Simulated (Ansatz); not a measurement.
**C2H6AlFOSi: one species, many methods**

The task here is to estimate one member of a computed series from the others.

The runs use Ansatz 0.2.0, Gaussian basis; functionals in def2-TZVPP, the program's frozen cores in correlated methods.

Levels to be run: PBE-D4, r2SCAN-D4, PBE0-D4, B3LYP-D4, ωB97X-V, ωB97M-V, B2PLYP; CCSD(T)/def2-TZVPP; MP2/def2-QZVPP; extrapolation to the limit.

## The geometry

The geometry comes from an earlier relaxation with PBE0-D4 in a triple-zeta def2 set; it is a stationary point, not always the lowest conformer.

12 atoms, charge 0, spin multiplicity 1.

Atoms are counted from 1 here; the program's logs count them from 0.

Bond lengths: C1–C2 1.472 Å, C1–H7 1.092 Å, C1–H8 1.095 Å, C1–H9 1.094 Å, C2–O3 1.259 Å, C2–Al4 1.939 Å, O3–Al4 1.939 Å, Al4–Si5 2.456 Å, Al4–H10 1.583 Å, Si5–F6 1.619 Å, Si5–H11 1.492 Å, Si5–H12 1.493 Å. Angles: C2–C1–H7 112.3°, C2–C1–H8 108.0°, C2–C1–H9 109.0°, H7–C1–H8 110.4°, H7–C1–H9 110.9°, H8–C1–H9 105.9°, C1–C2–O3 120.7°, C1–C2–Al4 168.2°, O3–C2–Al4 71.0°, C2–O3–Al4 71.1°, C2–Al4–O3 37.9°, C2–Al4–Si5 114.7°, C2–Al4–H10 118.2°, O3–Al4–Si5 111.6°, O3–Al4–H10 113.5°, Si5–Al4–H10 126.7°, Al4–Si5–F6 108.6°, Al4–Si5–H11 114.7° and more.

Set-up of the first run:

Contents of in.yaml:

```yaml
crystal:
  periodic: [false, false, false]
  atoms:
    - {symbol: C, position_ang: [-1.896072, -1.526008, -0.289111]}
    - {symbol: C, position_ang: [-0.947383, -0.599934, 0.351480]}
    - {symbol: O, position_ang: [-1.300257, 0.566946, 0.664750]}
    - {symbol: Al, position_ang: [0.562066, 0.323173, 1.145259]}
    - {symbol: Si, position_ang: [2.060993, 1.415981, -0.464905]}
    - {symbol: F, position_ang: [1.466114, 1.195714, -1.954024]}
    - {symbol: H, position_ang: [-2.891022, -1.089443, -0.400805]}
    - {symbol: H, position_ang: [-1.488813, -1.804938, -1.266459]}
    - {symbol: H, position_ang: [-1.938608, -2.450723, 0.293505]}
    - {symbol: H, position_ang: [0.796494, 0.170498, 2.703454]}
    - {symbol: H, position_ang: [2.209513, 2.889152, -0.279671]}
    - {symbol: H, position_ang: [3.443976, 0.854482, -0.469473]}
basis:
  gaussian: {orbitals: def2-TZVPP}
hamiltonian: {xc: pbe, dispersion: d4}
output: {forces: true, orbitals: {seedname: orbitals}}
```

Command:

```bash
ansatz run in.yaml --threads 4 --pin off --events-out ev --progress --plain --max-ram 10444MiB
```

Among the steps run: PBE-D4 (GGA); r2SCAN-D4 (meta-GGA); PBE0-D4 (hybrid); B3LYP-D4 (hybrid); ωB97X-V (range-separated); ωB97M-V (range-separated); B2PLYP (double hybrid); CCSD(T) in def2-TZVPP; MP2 in def2-QZVPP.

One of the session's tables, all rows but one given; the rest of the session is left out.

| method | atomisation energy (eV) |
| --- | --- |
| PBE-D4 | 46.249 |
| r2SCAN-D4 | 45.705 |
| PBE0-D4 | 45.343 |
| B3LYP-D4 | ? |
| ωB97X-V | 45.746 |
| ωB97M-V | 45.593 |
| B2PLYP | 44.967 |
| HF/def2-TZVPP | 33.299 |
| MP2/def2-TZVPP | 45.163 |
| CCSD/def2-TZVPP | 43.624 |
| CCSD(T)/def2-TZVPP | 44.325 |
| MP2/CBS | 46.418 |
| CCSD(T)/CBS | 45.580 |

Estimate the missing values for B3LYP-D4.

The run gave: atomisation energy (eV): 45.363. In the column «atomisation energy (eV)» it lies between PBE0-D4 (45.343) and CCSD(T)/CBS (45.580).

Limits of these values: Free atoms (2 C, 1 O, 1 Al, 1 Si, 1 F, 6 H) were run apart at each level; the atomisation energy is their sum less the molecule, without zero-point or spin-orbit terms.
